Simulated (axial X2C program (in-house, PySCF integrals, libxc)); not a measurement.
# Linear GeOH⁺ at several levels

One table from this session's results is given with a row withheld; the runs are named, their logs left out.

Computed with an in-house X2C program for linear molecules on PySCF integrals. Level: all-electron X2C, two-component (2c) or spin-free, Ge dyall-v3z, O dyall-av3z, H dyall-v3z.

All values are calculated.

1 further run of the same task is left out (set aside as unsound or not needed).

The first run:

Contents of task.json:

```json
{"zs": [32, 8, 1], "q": 1, "bas": ["dyall-v3z", "dyall-av3z", "dyall-v3z"], "r0": [1.84, 0.96], "symm": 0, "scan": ["PBE0", "HF", "B3LYP"], "levels": ["PBE0", "HF", "B3LYP"], "nst": 2}
```

Keys: zs atomic numbers; q charge; bas basis sets; r0 starting distance in Å; symm equal bonds; scan levels of the two-bond scan (MP2 follows by itself at each HF point); levels methods; nst determinants followed.

Run with:

```sh
> python solin.py task.json out
```

Masses Ge 73.921, O 15.995, H 1.008 u.

Among the steps run: Scan at PBE0, 2c; Scan at HF, 2c; Scan at B3LYP, 2c.

One table of the session follows, with a row left open; its other results are not shown here.

```
           level  r(Ge–O) (Å)  r(O–H) (Å)  lower stretch (cm⁻¹)  upper stretch (cm⁻¹)
        PBE0, 2c        1.662       0.964                 894.4                3836.9
          HF, 2c        1.643       0.945                 947.0                4078.1
       B3LYP, 2c        1.674       0.967                 872.7                3784.4
         MP2, 2c        1.661       0.967                 899.0                3797.3
 PBE0, spin-free        1.662       0.964                 894.5                3836.5
   HF, spin-free        1.642       0.945                 947.1                4077.9
B3LYP, spin-free        1.673       0.967                 872.8                3783.9
  MP2, spin-free            ?           ?                     ?                     ?
```

**Question.** Estimate the row for MP2, spin-free.

**Answer.** r(Ge–O) (Å): 1.661; r(O–H) (Å): 0.967; lower stretch (cm⁻¹): 899.0; upper stretch (cm⁻¹): 3796.8.

Scans not shown above were run alike.

MP2 freezes inner shells (threshold -2 hartree). The molecule was held linear; bending was not examined, so a bent shape may lie lower.
